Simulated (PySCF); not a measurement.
# CH8GeSSi: the cost of one run

Programs: PySCF 2.14.0, with density-fitted response routines of our own. Each step states its level of theory. These are calculated values for one molecule in the gas phase, unless marked as measured. Atoms are numbered from 0 throughout.

### 1 The starting structure

12 atoms, charge 0, multiplicity 1; geometry from: GFN2-xTB. The atoms were then displaced at random by about 0.01 Å, so the start is not that level's minimum.

Bonds of the start (Å): C0–Si1 1.87, Si1–S2 2.16, S2–Ge3 2.22, C0–H4 1.08, C0–H5 1.10, C0–H6 1.11, Si1–H7 1.46, Si1–H8 1.43, Ge3–H9 1.46, Ge3–H10 1.52, Ge3–H11 1.51.

### 2 Geometry optimisation at PBE0-D3(BJ)/def2-SVP

Job settings and geometry (Å):

```
{"job": {"xc": "PBE0", "basis": "def2-SVP", "d3": "d3bj", "grid": 1, "shake": 0.01, "kind": "geom"}, "charge": 0, "multiplicity": 1}
C     -1.684830     0.517050     0.309400
Si    -0.869950    -1.075720    -0.227860
S      0.939700    -0.640180    -1.324080
Ge     2.159820     0.381880     0.230470
H     -1.126590     1.053430     1.055580
H     -2.695490     0.354210     0.713490
H     -1.812220     1.217470    -0.537810
H     -0.491900    -1.884760     0.929160
H     -1.627430    -1.812010    -1.199090
H      3.491790     0.615640    -0.313740
H      1.515710     1.700090     0.632500
H      2.241080    -0.455360     1.487680
```

Started as:

```bash
OMP_NUM_THREADS=1 python probes_run.py task.json out
```

The driver reads the jobs from task.json and runs them one after another.

**Question.** How long does this first job take on 1 thread of Arm Neoverse V1, shared host, and how much memory does it need?

About 34 s, with a peak of 0.53 GiB.
